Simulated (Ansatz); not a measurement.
**CH4ClFN2Si: small, medium and large basis sets**

How large a basis does CH4ClFN2Si need? Two functionals are run in growing sets.

Computed with Ansatz 0.2.0, Gaussian basis. Level: one geometry, several basis sets.

Plan: PBE0-D4/def2-SVP; ωB97M-V/def2-SVP; PBE0-D4/def2-QZVPP; ωB97M-V/def2-QZVPP; the functionals' def2-TZVPP values are taken from earlier runs.

## Step 1: The relaxed structure

The geometry comes from an earlier relaxation with PBE0-D4 in a triple-zeta def2 set; it is a stationary point, not always the lowest conformer.

SMILES `N=C(F)[SiH](N)Cl`, 10 atoms, charge 0, spin multiplicity 1.

Atoms are counted from 1 here; the program's logs count them from 0.

Bond lengths: N1–C2 1.247 Å, N1–H7 1.021 Å, C2–F3 1.354 Å, C2–Si4 1.894 Å, Si4–N5 1.686 Å, Si4–Cl6 2.062 Å, Si4–H8 1.476 Å, N5–H9 1.005 Å, N5–H10 1.009 Å. Angles: C2–N1–H7 113.0°, N1–C2–F3 122.4°, N1–C2–Si4 122.4°, F3–C2–Si4 115.2°, C2–Si4–N5 104.3°, C2–Si4–Cl6 105.7°, C2–Si4–H8 112.4°, N5–Si4–Cl6 116.5°, N5–Si4–H8 112.7°, Cl6–Si4–H8 105.2°, Si4–N5–H9 123.7°, Si4–N5–H10 118.4°, H9–N5–H10 113.4°.

## Step 2: PBE0-D4 in def2-SVP

The input, in.yaml:

```yaml
crystal:
  periodic: [false, false, false]
  atoms:
    - {symbol: N, position_ang: [1.536713, -1.057103, -0.197726]}
    - {symbol: C, position_ang: [0.527786, -0.706507, -0.841859]}
    - {symbol: F, position_ang: [0.314522, -1.091413, -2.122636]}
    - {symbol: Si, position_ang: [-0.793217, 0.440129, -0.114685]}
    - {symbol: N, position_ang: [-0.436302, 0.493304, 1.532012]}
    - {symbol: Cl, position_ang: [-0.624031, 2.214649, -1.150449]}
    - {symbol: H, position_ang: [2.170006, -1.648294, -0.738475]}
    - {symbol: H, position_ang: [-2.163049, -0.037432, -0.385136]}
    - {symbol: H, position_ang: [-0.960898, 1.032549, 2.198856]}
    - {symbol: H, position_ang: [0.511569, 0.309018, 1.823098]}
basis:
  gaussian: {orbitals: def2-SVP}
hamiltonian: {xc: pbe0, dispersion: d4}
output: {orbitals: {seedname: orbitals}}
```

Started as:

```bash
$ ansatz run in.yaml --threads 4 --pin off --events-out ev --progress --plain --max-ram 10444MiB
```

Further steps of the session: ωB97M-V in def2-SVP; PBE0-D4 in def2-QZVPP; ωB97M-V in def2-QZVPP.

Q: Predict the results of all the runs planned. Wanted: PBE0-D4: double and triple zeta above quadruple; ωB97M-V: double and triple zeta above quadruple.

As calculated:

```
                                       quantity           value
PBE0-D4: double and triple zeta above quadruple  16.36, 1.01 eV
ωB97M-V: double and triple zeta above quadruple  16.48, 0.95 eV
```

In words: For PBE0-D4 the step from double to triple zeta gains 15.35 eV and the next only 1.01 eV. These are total energies; as a rule much of such shifts cancels in differences, which this series doesn't test. The LUMO of ωB97M-V is positive and keeps falling with the basis (1.70 to 1.11 eV): an unbound level that the basis holds in place.
